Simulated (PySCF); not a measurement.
# A diatomic session: BrF+

What are the lowest state that PBE0 finds, the bond length, vibrational wavenumber and bond energy of BrF+, and how much do these hang on the method?

Program: PySCF 2.14.0. Level of theory: Br aug-cc-pVDZ-PP with ECP10, F aug-cc-pVDZ, scalar-relativistic core potentials. These are calculated values, not measurements.

## (1) Input

The job is set up so:

```json
{"atoms": "Br, F", "charge": "1", "basis": "Br aug-cc-pVDZ-PP with ECP10, F aug-cc-pVDZ", "Hamiltonian": "scalar-relativistic core potentials", "basis functions": "55", "electrons treated": "33", "masses in u": "78.9183, 18.9984", "levels": "PBE0, PBE, r²SCAN, MN15, BLYP, B3LYP, CAM-B3LYP, HF, MP2, SCS-MP2", "grid": "80 radial by 434 angular points", "occupations": "held fixed by the projection of orbital angular momentum", "dissociation limit": "Br+ + F, each in its ground configuration", "starting distance in angstrom": "1.830", "values of 2S to try": "1, 3"}
```

Started as:

```
$ OMP_NUM_THREADS=1 python dia.py task.json out
```

The runs that follow: PBE0 along the bond; Other states along the same grid; PBE (GGA); r²SCAN (meta-GGA); MN15; BLYP (GGA); B3LYP; CAM-B3LYP (range-separated hybrid); UHF.

**Question.** What will these runs give? Wanted: for each run, Re; ωe; De; μ.

As calculated:

Lowest PBE0 solution found, without spin–orbit coupling: ²Π (doublet), unpaired electrons π ↑. State 2 has its PBE0 minimum 1.79 eV higher. The other levels ran on the lowest alone.

```tsv
level	Re (Å)	ωe (cm⁻¹)	De (eV)	μ (D)
PBE	1.734	742	3.23	-1.34
BLYP	1.750	715	3.08	-1.40
r²SCAN	1.716	773	2.75	-1.40
B3LYP	1.719	771	2.62	-1.56
PBE0	1.702	802	2.55	-1.54
MN15	1.691	817	2.63	-1.71
CAM-B3LYP	1.703	806	2.57	-1.63
```

De is counted to Br+ + F in their ground configurations. A positive dipole points from Br to F; in an ion it is taken about the centre of mass and does not tell which atom is negative. No constants: UHF (the points don't follow one smooth fit); UHF-MP2 (the points don't follow one smooth fit); UHF-SCS-MP2 (the points don't follow one smooth fit).

What this shows: The methods spread over 0.059 Å in bond length, from MN15 to BLYP. Of the levels with a De here, PBE0 gives the least (2.55 eV) and PBE the most (3.23 eV).

Correlated steps freeze 5 core orbitals. A negative De means that the minimum lies above the separated atoms at that level.
